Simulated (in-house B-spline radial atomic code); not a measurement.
# Au³⁸⁺: excited configurations in jj coupling

Aim: the energies of several excited configurations of Au³⁸⁺ above a reference configuration, each from its own self-consistent run.

The numbers are computed with in-house B-spline radial atomic code version 1 (Dirac-Hartree-Fock, average of configuration, Fermi nucleus, basis-set limit), except any that are marked as measured or tabulated.

## Step 1: What is computed

- element: gold (Z = 79)
- charge: +38
- electrons: 41
- configuration: 1s2 2s2 2p6 3s2 3p6 3d10 4s2 4p6 4d-4 4d+1
- Hamiltonian: Dirac-Coulomb
- nucleus: Fermi, rms radius 5.437 fm

In configurations, a minus sign after the shell means j = l − 1/2 and a plus sign j = l + 1/2; the count of electrons follows.

Settings, as recorded:

```ini
Z = 79
electrons = 41.0
configuration = 1s2 2s2 2p6 3s2 3p6 3d10 4s2 4p6 4d-4 4d+1
hamiltonian = dirac
method = hf
spin_polarised = False
nucleus = fermi
rms_radius = 5.4371
mass_number = 197
atomic_mass = 196.966570103
speed_of_light = 137.035999084
```

The reference is known from an earlier run: -18175.435336 hartree in all. Up to eight levels, counted from the top:

| orbital | occupation | energy (eV) | <r> (bohr) |
| --- | --- | --- | --- |
| 3p3/2 | 4 | -4411.01 | 0.1865 |
| 3d3/2 | 4 | -3967.45 | 0.1624 |
| 3d5/2 | 6 | -3871.72 | 0.1673 |
| 4s1/2 | 2 | -2228.48 | 0.3748 |
| 4p1/2 | 2 | -2112.79 | 0.3722 |
| 4p3/2 | 4 | -1971.24 | 0.3954 |
| 4d3/2 | 4 | -1788.05 | 0.3856 |
| 4d5/2 | 1 | -1759.61 | 0.3922 |

## Step 2: 1s2 2s2 2p6 3s2 3p6 3d10 4s2 4p6 4d-4 8p-1

Settings, as recorded:

```ini
Z = 79
electrons = 41.0
configuration = 1s2 2s2 2p6 3s2 3p6 3d10 4s2 4p6 4d-4 8p-1
hamiltonian = dirac
method = hf
spin_polarised = False
nucleus = fermi
rms_radius = 5.4371
mass_number = 197
atomic_mass = 196.966570103
speed_of_light = 137.035999084
```

## Step 3: 1s2 2s2 2p6 3s2 3p6 3d-4 3d+5 4s2 4p6 4d-3 4d+2 7g+1

Settings: those of step 2 with these lines changed.

```diff
@@ -2,3 +2,3 @@
 electrons = 41.0
-configuration = 1s2 2s2 2p6 3s2 3p6 3d10 4s2 4p6 4d-4 8p-1
+configuration = 1s2 2s2 2p6 3s2 3p6 3d-4 3d+5 4s2 4p6 4d-3 4d+2 7g+1
 hamiltonian = dirac
```

## Step 4: 1s2 2s2 2p6 3s2 3p6 3d10 4s2 4p-2 4p+3 4d-2 4d+3 7p-1

Settings: those of step 3 with these lines changed.

```diff
@@ -2,3 +2,3 @@
 electrons = 41.0
-configuration = 1s2 2s2 2p6 3s2 3p6 3d-4 3d+5 4s2 4p6 4d-3 4d+2 7g+1
+configuration = 1s2 2s2 2p6 3s2 3p6 3d10 4s2 4p-2 4p+3 4d-2 4d+3 7p-1
 hamiltonian = dirac
```

## Step 5: Run with 1s2 2s2 2p6 3s2 3p6 3d10 4s2 4p-2 4p+3 4d-1 4d+4 6f-1

Settings: those of step 4 with these lines changed.

```diff
@@ -2,3 +2,3 @@
 electrons = 41.0
-configuration = 1s2 2s2 2p6 3s2 3p6 3d10 4s2 4p-2 4p+3 4d-2 4d+3 7p-1
+configuration = 1s2 2s2 2p6 3s2 3p6 3d10 4s2 4p-2 4p+3 4d-1 4d+4 6f-1
 hamiltonian = dirac
```

## Step 6: 1s2 2s2 2p6 3s2 3p6 3d10 4s2 4p6 4d-4 5p+1

Settings: those of step 5 with these lines changed.

```diff
@@ -2,3 +2,3 @@
 electrons = 41.0
-configuration = 1s2 2s2 2p6 3s2 3p6 3d10 4s2 4p-2 4p+3 4d-1 4d+4 6f-1
+configuration = 1s2 2s2 2p6 3s2 3p6 3d10 4s2 4p6 4d-4 5p+1
 hamiltonian = dirac
```

## Step 7: Configuration 1s2 2s2 2p6 3s2 3p6 3d10 4s2 4p6 4d-1 4d+4

Settings: those of step 6 with these lines changed.

```diff
@@ -2,3 +2,3 @@
 electrons = 41.0
-configuration = 1s2 2s2 2p6 3s2 3p6 3d10 4s2 4p6 4d-4 5p+1
+configuration = 1s2 2s2 2p6 3s2 3p6 3d10 4s2 4p6 4d-1 4d+4
 hamiltonian = dirac
```

## Step 8: 1s2 2s2 2p6 3s2 3p6 3d10 4s2 4p6 4d+5

Settings: those of step 7 with these lines changed.

```diff
@@ -2,3 +2,3 @@
 electrons = 41.0
-configuration = 1s2 2s2 2p6 3s2 3p6 3d10 4s2 4p6 4d-1 4d+4
+configuration = 1s2 2s2 2p6 3s2 3p6 3d10 4s2 4p6 4d+5
 hamiltonian = dirac
```

**Question.** How far above the reference does each configuration lie (order and size, in eV)?

**Answer**, as computed:

| net move | configuration | energy above the reference (eV) | with Breit, QED, recoil (eV) | largest <r> (bohr) |
| --- | --- | --- | --- | --- |
| 3×4d3/2 → 3×4d5/2 | 1s2 2s2 2p6 3s2 3p6 3d10 4s2 4p6 4d-1 4d+4 | 79.460 | 78.062 | 0.395 |
| 4×4d3/2 → 4×4d5/2 | 1s2 2s2 2p6 3s2 3p6 3d10 4s2 4p6 4d+5 | 103.88 | 102.14 | 0.395 |
| 4d5/2 → 5p3/2 | 1s2 2s2 2p6 3s2 3p6 3d10 4s2 4p6 4d-4 5p+1 | 636.22 | 636.36 | 0.694 |
| 4d5/2 → 8p1/2 | 1s2 2s2 2p6 3s2 3p6 3d10 4s2 4p6 4d-4 8p-1 | 1362.20 | 1361.79 | 1.99 |
| 3×4d3/2, 4p3/2 → 3×4d5/2, 6f5/2 | 1s2 2s2 2p6 3s2 3p6 3d10 4s2 4p-2 4p+3 4d-1 4d+4 6f-1 | 1425.41 | 1422.08 | 1.10 |
| 2×4d3/2, 4p3/2 → 2×4d5/2, 7p1/2 | 1s2 2s2 2p6 3s2 3p6 3d10 4s2 4p-2 4p+3 4d-2 4d+3 7p-1 | 1495.44 | 1492.87 | 1.47 |
| 3d5/2, 4d3/2 → 4d5/2, 7g9/2 | 1s2 2s2 2p6 3s2 3p6 3d-4 3d+5 4s2 4p6 4d-3 4d+2 7g+1 | 3457.11 | 3453.43 | 1.56 |

**Reading.** The lowest of them is 3×4d3/2 → 3×4d5/2 at 79.460 eV and the highest 3d5/2, 4d3/2 → 4d5/2, 7g9/2 at 3457.11 eV. Koopmans' estimate of the ionisation threshold is 1759.61 eV; 1 configuration exceeds it by over 2 % and could autoionise. Two partly filled shells share a symmetry and can mix in the average, which may lower the energy, for: 3d5/2, 4d3/2 → 4d5/2, 7g9/2. These are averages over configurations, without correlation, not spectroscopic levels.
